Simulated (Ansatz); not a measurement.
# AlFe3B: the cost of one run

Program: Ansatz 0.2.0. Level of theory: DFT PBE, scalar-relativistic, plane waves, PAW. These are calculated values, not measurements.

## 1. Starting point

It takes space group Pm-3m (No. 221, cubic). The conventional cell has a = 3.822 Å, b = 3.822 Å, c = 3.822 Å, α = 90.00°, β = 90.00°, γ = 90.00°. Around Al (site symmetry m-3m) lie 12 Fe at 2.70 Å. Fe (site symmetry 4/mmm) has 2 B at 1.91 Å as nearest neighbours. B (site symmetry m-3m) is surrounded by 6 Fe at 1.91 Å.

As a file:

```
Al Fe B
1.0
     3.82232    0.00000    0.00000
     0.00000    3.82232    0.00000
     0.00000    0.00000    3.82232
Al Fe B
1 3 1
Direct
  0.50000 0.50000 0.50000
  0.50000 0.00000 0.00000
  0.00000 0.50000 0.00000
  0.00000 0.00000 0.50000
  0.00000 0.00000 0.00000
```

The start is a polymorph listed in a database, not an invented cell.

## 2. Probe: one point on a coarse mesh

Input file input.yaml:

```yaml
crystal:
  lattice:
    - [3.82232189, 0.0, 0.0]
    - [0.0, 3.82232189, 0.0]
    - [0.0, 0.0, 3.82232189]
  atoms:
    - { symbol: Al, position: [0.5, 0.5, 0.5] }
    - { symbol: Fe, position: [0.5, 0.0, 0.0], spin: 4.0 }
    - { symbol: Fe, position: [0.0, 0.5, 0.0], spin: 4.0 }
    - { symbol: Fe, position: [0.0, 0.0, 0.5], spin: 4.0 }
    - { symbol: B, position: [0.0, 0.0, 0.0] }
basis:
  ecutwfc: 420
kpoints:
  mp_grid: { grid: [4, 4, 4] }
hamiltonian:
  xc: pbe
scf:
  occupations: { method: gaussian, width: 0.1 }
  lower_state_search: "off"
output:
  forces: true
  stress: true
  eigenvalues: true
  populations: true
magnetization:
  spin_polarized: true
```

The run is started by

```bash
ansatz run input.yaml --threads 1 --pin off --max-ram 2560MiB --backend cpu --events-out ev --progress --plain --runs-dir out
```

**Question.** How long does this run take on 1 thread of AMD EPYC (Zen 3), shared host, and how much memory does it need?

About 9.3 s, with a peak of 0.35 GiB.
